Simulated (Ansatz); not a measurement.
Relaxation of a periodic cell of 17 atoms, LiSi₁₆ (host Si, host structure diamond, interstitial Li), cell charge +1, to a largest force component of 0.03 eV/Å in at most 60 steps.

All numbers below come from DFT PBE, scalar-relativistic, plane waves, PAW in Ansatz 0.2.0. Settings: PAW set soft_1, cutoff 420 eV, k mesh 2x2x2, gaussian smearing 0.02 eV, no spin polarisation.

```xyz
17
Lattice="0.0000 5.4300 5.4300 5.4300 0.0000 5.4300 5.4300 5.4300 0.0000" Properties=species:S:1:pos:R:3
Si 0.000 0.000 0.000
Si 1.357 1.357 1.357
Si 2.715 2.715 0.000
Si 4.072 4.072 1.357
Si 2.715 0.000 2.715
Si 4.072 1.357 4.072
Si 5.430 2.715 2.715
Si 6.787 4.072 4.072
Si 0.000 2.715 2.715
Si 1.357 4.072 4.072
Si 2.715 5.430 2.715
Si 4.072 6.787 4.072
Si 2.715 2.715 5.430
Si 4.072 4.072 6.787
Si 5.430 5.430 5.430
Si 6.787 6.787 6.787
Li 7.482 7.448 8.761
```

Where does it end, and by what steps?

It converged. The force dipped under the threshold on the way, but the program's further checks kept it going. Limits of this set-up: coarse k mesh, charged cell in a uniform background, uncorrected. After 8 steps the energy has fallen by 0.999 eV; Li17 moved furthest, 1.05 Å. Joined: Si5–Li17 (3.53 → 2.75 Å), Si9–Li17 (3.50 → 2.75 Å), Si13–Li17 (3.47 → 2.75 Å), Si14–Li17 (3.49 → 2.40 Å).

```
step  energy less start (eV)  largest force component (eV/Å)  accepted
   0                  0.0000                           1.553       yes
   1                 -0.3463                           0.499       yes
   2                 -0.4207                           0.121       yes
   3                 -0.5016                           0.352       yes
   4                 -0.6393                           0.422       yes
   5                 -0.7943                           0.354       yes
   6                 -0.9321                           0.215       yes
   7                 -0.9990                           0.019       yes
   8                 -0.9990                           0.018       yes
```

```xyz
17
Lattice="0.0000 5.4300 5.4300 5.4300 0.0000 5.4300 5.4300 5.4300 0.0000" Properties=species:S:1:pos:R:3
Si -0.030 -0.032 0.028
Si 1.314 1.312 1.384
Si 2.681 2.679 0.057
Si 4.051 4.049 1.376
Si 2.673 -0.019 2.754
Si 4.043 1.312 4.113
Si 5.370 2.679 2.747
Si 6.721 4.059 4.136
Si -0.017 2.671 2.754
Si 1.314 4.041 4.113
Si 2.681 5.368 2.746
Si 4.061 6.719 4.136
Si 2.673 2.671 5.444
Si 4.050 4.048 6.807
Si 5.383 5.381 5.474
Si 6.721 6.719 6.797
Li 8.094 8.092 8.193
```

Whether the end is a true minimum wasn't checked by a vibrational analysis.

The run took 32 s on 1 thread of AMD EPYC 7R43 64-Core Processor (Zen 3), with other jobs on the host, peak memory 0.58 GiB.
